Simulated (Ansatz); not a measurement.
# AlH₃IN: functionals against CCSD(T) at one geometry

An exercise on one series of results from a longer session: the logs are not shown, and one member is left open.

Method: single points in def2-TZVPP; program: Ansatz 0.2.0, Gaussian basis.

Correlated methods freeze the cores. Filled d shells of the heavier atoms are correlated. Core potentials replace the inner electrons past krypton, and spin-orbit coupling is left out.

**The starting structure**

SMILES `[NH2][AlH][I]`, 6 atoms, charge 0, spin multiplicity 1.

Atoms are counted from 1 here; the program's logs count them from 0.

Bond lengths: N1–Al2 1.767 Å, N1–H4 0.986 Å, N1–H5 1.016 Å, Al2–I3 2.512 Å, Al2–H6 1.557 Å. Angles: Al2–N1–H4 123.9°, Al2–N1–H5 128.9°, H4–N1–H5 107.2°, N1–Al2–I3 123.8°, N1–Al2–H6 119.5°, I3–Al2–H6 116.7°.

Geometry (Å):

```xyz
6
charge 0, multiplicity 1
N    -0.6467    0.3054   -0.7596
Al    0.4042   -0.0383    0.6190
I     1.6664   -2.1901    0.9116
H    -1.1759    1.1323   -0.8556
H    -0.7993   -0.2473   -1.5981
H     0.5877    1.0367    1.7303
```

The first run:

run/in.yaml

```yaml
crystal:
  periodic: [false, false, false]
  atoms:
    - {symbol: N, position_ang: [-0.646700, 0.305400, -0.759600]}
    - {symbol: Al, position_ang: [0.404200, -0.038300, 0.619000]}
    - {symbol: I, position_ang: [1.666400, -2.190100, 0.911600]}
    - {symbol: H, position_ang: [-1.175900, 1.132300, -0.855600]}
    - {symbol: H, position_ang: [-0.799300, -0.247300, -1.598100]}
    - {symbol: H, position_ang: [0.587700, 1.036700, 1.730300]}
basis:
  gaussian: {orbitals: def2-TZVPP}
correlation: {method: ccsd_t}
output: {forces: true}
```

The command line of these runs was not kept.

Steps of the session up to this table: CCSD(T)/def2-TZVPP; PBE0-D4/def2-TZVPP; wB97M-V/def2-TZVPP; r2SCAN-D4/def2-TZVPP; PBE-D4/def2-TZVPP; LC-wPBE/def2-TZVPP; r2SCAN0-D4/def2-TZVPP.

One table of the session follows, with a row left open; its other results are not shown here.

```
    method  RMS force component (eV/Å)  angle to CCSD(T) forces (°)  dipole (D)
   CCSD(T)                       0.440                    reference        2.25
   PBE0-D4                       0.444                          7.6        2.28
   wB97M-V                       0.439                          6.3        2.36
 r2SCAN-D4                           ?                            ?           ?
    PBE-D4                       0.491                         15.3        2.27
   LC-wPBE                       0.459                          9.0        2.36
r2SCAN0-D4                       0.429                         14.7        2.32
```

Q: Estimate the row for r2SCAN-D4 from the others.

As computed: RMS force component (eV/Å): 0.441; angle to CCSD(T) forces (°): 6.1; dipole (D): 2.32. In the column «RMS force component (eV/Å)» it lies between CCSD(T) (0.440) and PBE0-D4 (0.444).
